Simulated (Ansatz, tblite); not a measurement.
# [TcNCl4]2-: spin states and exact exchange, part 2 of 2

Aim: set other spin states of [TcNCl4]2- against its singlet, on many levels of theory.

Ansatz 0.2.0, Gaussian basis; as each input shows. Earlier steps stand in the parts before.

### 14 Triplet, MP2/def2-TZVPD

in.yaml reads:

```yaml
crystal:
  periodic: [false, false, false]
  atoms:
    - {symbol: Tc, position_ang: [0.000201, -0.000848, 0.255366]}
    - {symbol: N, position_ang: [0.002192, -0.005684, 1.851178]}
    - {symbol: Cl, position_ang: [2.546589, 0.014237, 0.166392]}
    - {symbol: Cl, position_ang: [-0.013391, 2.050091, -1.216410]}
    - {symbol: Cl, position_ang: [-2.546426, -0.015170, 0.172651]}
    - {symbol: Cl, position_ang: [0.010825, -2.042638, -1.229176]}
basis:
  gaussian: {orbitals: def2-TZVPD, initial_orbitals: start.molden}
total_charge: -2
magnetization: {spin_polarized: true, initial_magnetization: 2}
correlation: {method: mp2}
scf: {omitted_lower_state_checks: [starts]}
output: {orbitals: {seedname: orbitals}}
```

Run with:

```sh
$ ansatz run in.yaml --threads 4 --pin off --events-out ev --progress --plain --max-ram 8704MiB
```

Standard output:

```text
Functional definition: HF
  name "HF"
  cite "Fock, Z. Phys. 61, 126 (1930) doi:10.1007/BF01340294"
  parent pbe
  exchange = exact_x
  correlation = 0
these checks for a lower state are left out or cut short: starts
1663 factors; integrals over basis functions are off by at most 7.6e-4 eV
mean field evaluation 1: about -53680.0266 eV, gradient 3.4e1 eV
mean field evaluation 2: about -53681.7817 eV, gradient 2.8e0 eV
mean field evaluation 4: about -53682.2998 eV, gradient 3.3e-1 eV
mean field evaluation 8: about -53682.3322 eV, gradient 4.2e-5 eV
mean field -53682.33218909 eV, -1972.7893207573 hartree, gradient 3.3e-6 eV, S^2 2.932832; 0 other end points of the search recorded, 0 dependent functions left out
21 core orbitals not correlated: weight in the atoms' cores, before any rotation towards them, 1.000 or more for the frozen orbitals, at most 0.000 for the correlated occupied ones
reference -53682.33218909 eV, -1972.7893207573 hartree; 26, 24 occupied and 214, 216 virtual orbitals, 1663 factors
second order -37.97513746 eV of doubles, -0.00000000 eV of singles
Total energy: -53720.30732655 eV, -1974.1848813184 hartree
Checks for a lower state left out: starts
```

Wall time 15 s (4 threads of Arm Neoverse V1, shared host); peak memory 0.97 GiB.

From the report: Hartree-Fock HOMO -1.41 eV, LUMO 7.12 eV (over both spins); ⟨S²⟩ 2.933 (pure: 2.00). Doubts: spin contamination.

### 15 Triplet less singlet

The singlet's energies are those of its earlier runs, whose logs aren't repeated here.

| level | triplet less singlet (kcal/mol) | time |
| --- | --- | --- |
| GFN1-xTB | +30.5 | 0.017 s |
| GFN2-xTB | +32.4 | 0.017 s |
| HF/def2-TZVPD† | -15.5 | 27 s |
| PBE-D4/def2-TZVPD | +20.2 | 12 s |
| BLYP-D4/def2-TZVPD | +19.0 | 14 s |
| r2SCAN-D4/def2-TZVPD | +17.9 | 28 s |
| B3LYP-D4/def2-TZVPD | +19.8 | 35 s |
| PBE0-D4/def2-TZVPD | +19.9 | 35 s |
| HSE06-D4/def2-TZVPD | +19.8 | 31 s |
| ωB97M-V/def2-TZVPD | +22.3 | 66 s |
| MP2/def2-TZVPD† | +83.2 | 27 s |

Times add the two runs; a level without a time comes out of a correlated run. † marks a level with a doubtful state (flagged, unstable, out of aufbau order, or strongly spin-contaminated); such levels are left out of the summary. Tight binding without a spin term can't rank spin states.

### 16 Broken-symmetry singlet at the fixed geometry, first pass, PBE0-D4/def2-SVP

in.yaml reads:

```yaml
crystal:
  periodic: [false, false, false]
  atoms:
    - {symbol: Tc, position_ang: [0.000139, -0.000234, 0.141132]}
    - {symbol: N, position_ang: [0.002244, -0.005774, 1.725441]}
    - {symbol: Cl, position_ang: [2.369902, 0.012958, -0.469370]}
    - {symbol: Cl, position_ang: [-0.017565, 2.371985, -0.459616]}
    - {symbol: Cl, position_ang: [-2.371050, -0.010100, -0.463865]}
    - {symbol: Cl, position_ang: [0.016320, -2.368847, -0.473721]}
basis:
  gaussian: {orbitals: def2-SVP}
total_charge: -2
magnetization: {spin_polarized: true, initial_magnetization: 0}
hamiltonian: {xc: pbe0, dispersion: d4}
output: {orbitals: {seedname: orbitals}}
```

Same command.

Standard output:

```text
Functional definition: PBE0
  name "PBE0"
  cite "Adamo & Barone, J. Chem. Phys. 110, 6158 (1999) doi:10.1063/1.478522"
  cite "Perdew, Burke & Ernzerhof, Phys. Rev. Lett. 77, 3865 (1996) doi:10.1103/PhysRevLett.77.3865"
  parent pbe
  parameter a = 0.25
  parameter kappa = 0.804
  parameter beta = 0.06672455060314922
  exchange = (1 - a)*pbe_x(kappa = kappa, mu = beta*pi^2/3) + a*exact_x
  correlation = pbe_c(beta = beta)
1121 factors; integrals over basis functions are off by at most 8.5e-4 eV
mean field evaluation 1: about -53741.0612 eV, gradient 4.7e1 eV
mean field evaluation 2: about -53632.0719 eV, gradient 1.6e2 eV
mean field evaluation 4: about -53749.5711 eV, gradient 2.8e0 eV
mean field evaluation 8: about -53749.8164 eV, gradient 2.5e-1 eV
mean field evaluation 16: about -53749.8166 eV, gradient 4.2e-5 eV
mean field -53749.81662892 eV, -1975.2693281784 hartree, gradient 4.2e-5 eV, S^2 0.000000; 1 other end points of the search recorded, 0 dependent functions left out
reference -53749.81667660 eV, -1975.2693299309 hartree; 46, 46 occupied and 71, 71 virtual orbitals, 1121 factors
Total energy: -53750.18747378 eV, -1975.2829564758 hartree
```

Run time: 4.2 s. Hardware: 4 threads of Arm Neoverse V1, shared host.

Report: HOMO 3.11 eV, LUMO 7.69 eV (over both spins); ⟨S²⟩ 0.000 (pure: 0.00). Doubts: highest occupied level lies above zero.

### 17 Broken-symmetry singlet at the fixed geometry, PBE0-D4/def2-TZVPD

Changes to in.yaml since step 16:

```diff
@@ -10,3 +10,3 @@
 basis:
-  gaussian: {orbitals: def2-SVP}
+  gaussian: {orbitals: def2-TZVPD, initial_orbitals: start.molden}
 total_charge: -2
@@ -14,2 +14,3 @@
 hamiltonian: {xc: pbe0, dispersion: d4}
+scf: {omitted_lower_state_checks: [starts]}
 output: {orbitals: {seedname: orbitals}}
```

Same command.

Standard output:

```text
Functional definition: PBE0
  name "PBE0"
  cite "Adamo & Barone, J. Chem. Phys. 110, 6158 (1999) doi:10.1063/1.478522"
  cite "Perdew, Burke & Ernzerhof, Phys. Rev. Lett. 77, 3865 (1996) doi:10.1103/PhysRevLett.77.3865"
  parent pbe
  parameter a = 0.25
  parameter kappa = 0.804
  parameter beta = 0.06672455060314922
  exchange = (1 - a)*pbe_x(kappa = kappa, mu = beta*pi^2/3) + a*exact_x
  correlation = pbe_c(beta = beta)
these checks for a lower state are left out or cut short: starts
1785 factors; their error is unknown
mean field evaluation 1: about -53764.8648 eV, gradient 1.5e2 eV
mean field evaluation 2: about -53769.3559 eV, gradient 6.7e0 eV
mean field evaluation 4: about -53770.1016 eV, gradient 1.2e-2 eV
mean field evaluation 8: about -53770.2287 eV, gradient 1.4e-5 eV
mean field -53770.22869327 eV, -1976.0194577077 hartree, gradient 1.4e-5 eV, S^2 0.000000; 0 other end points of the search recorded, 0 dependent functions left out
reference -53770.22873549 eV, -1976.0194592590 hartree; 46, 46 occupied and 215, 215 virtual orbitals, 1785 factors
Total energy: -53770.59953266 eV, -1976.0330858039 hartree
Checks for a lower state left out: starts
```

Wall time 21 s (4 threads of Arm Neoverse V1, shared host); peak memory 1.4 GiB.

HOMO 2.15 eV, LUMO 6.08 eV (over both spins); ⟨S²⟩ 0.000 (pure: 0.00). Doubts: highest occupied level lies above zero.

### 18 Broken-symmetry singlet at the fixed geometry, PBE-D4/def2-TZVPD

Changes to in.yaml since step 17:

```diff
@@ -13,3 +13,3 @@
 magnetization: {spin_polarized: true, initial_magnetization: 0}
-hamiltonian: {xc: pbe0, dispersion: d4}
+hamiltonian: {xc: pbe, dispersion: d4}
 scf: {omitted_lower_state_checks: [starts]}
```

The command is unchanged.

Standard output:

```text
Functional definition: PBE
  name "PBE"
  cite "Perdew, Burke & Ernzerhof, Phys. Rev. Lett. 77, 3865 (1996) doi:10.1103/PhysRevLett.77.3865"
  parent pbe
  parameter kappa = 0.804
  parameter beta = 0.06672455060314922
  exchange = pbe_x(kappa = kappa, mu = beta*pi^2/3)
  correlation = pbe_c(beta = beta)
these checks for a lower state are left out or cut short: starts
1653 factors; their error is unknown
mean field evaluation 1: about -53767.8434 eV, gradient 1.2e1 eV
mean field evaluation 2: about -53768.0365 eV, gradient 3.1e-1 eV
mean field evaluation 4: about -53768.0234 eV, gradient 5.0e-2 eV
mean field evaluation 8: about -53768.0234 eV, gradient 2.3e-5 eV
mean field -53768.02343924 eV, -1975.9384161167 hartree, gradient 2.3e-5 eV, S^2 0.000000; 0 other end points of the search recorded, 0 dependent functions left out
reference -53768.02349112 eV, -1975.9384180234 hartree; 46, 46 occupied and 215, 215 virtual orbitals, 1653 factors
Total energy: -53768.45278940 eV, -1975.9541944442 hartree
Checks for a lower state left out: starts
```

Run time: 7.5 s. Hardware: 4 threads of Arm Neoverse V1, shared host; peak memory 0.56 GiB.

From the report: HOMO 3.77 eV, LUMO 5.44 eV (over both spins); ⟨S²⟩ 0.000 (pure: 0.00). Doubts: highest occupied level lies above zero.

### 19 Broken-symmetry singlet at the fixed geometry, r2SCAN-D4/def2-TZVPD

Changes to in.yaml since step 18:

```diff
@@ -13,3 +13,3 @@
 magnetization: {spin_polarized: true, initial_magnetization: 0}
-hamiltonian: {xc: pbe, dispersion: d4}
+hamiltonian: {xc: r2scan, dispersion: d4}
 scf: {omitted_lower_state_checks: [starts]}
```

Launched as before.

Standard output:

```text
Functional definition: r2SCAN
  name "r2SCAN"
  cite "Furness, Kaplan, Ning, Perdew & Sun, J. Phys. Chem. Lett. 11, 8208 (2020) doi:10.1021/acs.jpclett.0c02405"
  cite "Furness, Kaplan, Ning, Perdew & Sun, J. Phys. Chem. Lett. 11, 9248 (2020) doi:10.1021/acs.jpclett.0c03077"
  parent r2scan
  parameter k0 = 0.174
  parameter k1 = 0.065
  parameter a1 = 4.9479
  exchange = r2scan_x(k0 = k0, k1 = k1, a1 = a1)
  correlation = r2scan_c
these checks for a lower state are left out or cut short: starts
1653 factors; their error is unknown
mean field evaluation 1: about -53786.2034 eV, gradient 8.8e0 eV
mean field evaluation 2: about -53786.2705 eV, gradient 1.2e-1 eV
mean field evaluation 4: about -53786.2530 eV, gradient 3.8e-4 eV
mean field -53786.25297483 eV, -1976.6083391934 hartree, gradient 1.5e-5 eV, S^2 0.000000; 0 other end points of the search recorded, 0 dependent functions left out
reference -53786.25302642 eV, -1976.6083410894 hartree; 46, 46 occupied and 215, 215 virtual orbitals, 1653 factors
Total energy: -53786.35050944 eV, -1976.6119235243 hartree
Checks for a lower state left out: starts
```

Run time: 18 s. Hardware: 4 threads of Arm Neoverse V1, shared host; peak memory 0.65 GiB.

Report: HOMO 3.50 eV, LUMO 5.67 eV (over both spins); ⟨S²⟩ 0.000 (pure: 0.00). Doubts: highest occupied level lies above zero.

### 20 Broken-symmetry singlet less singlet

The singlet's energies are those of its earlier runs, whose logs aren't repeated here.

| level | broken-symmetry singlet less singlet (kcal/mol) | time |
| --- | --- | --- |
| PBE-D4/def2-TZVPD | 0.0 | 12 s |
| r2SCAN-D4/def2-TZVPD | 0.0 | 28 s |
| PBE0-D4/def2-TZVPD | 0.0 | 34 s |

Times add the two runs; a level without a time comes out of a correlated run.

### 21 Results

The summary covers parts 1 to 2.

| quantity | value |
| --- | --- |
| triplet less singlet, functionals in def2-TZVPD | +17.9 (r2SCAN-D4) to +22.3 kcal/mol (ωB97M-V) |
| mean metal-ligand distance, triplet less singlet | +0.074 Å |
| broken-symmetry singlet | falls back to the closed shell |

All functionals put the triplet above the singlet, over a spread of 4.4 kcal/mol. The checks for a lower triplet were left out, so another state of that spin may lie lower. The singlet here is a closed shell; an open-shell singlet can lie lower (see the broken-symmetry run). Letting the spins differ gains next to nothing: the closed shell holds on the levels tried. These are electronic energies, without zero-point motion, entropy or surroundings.
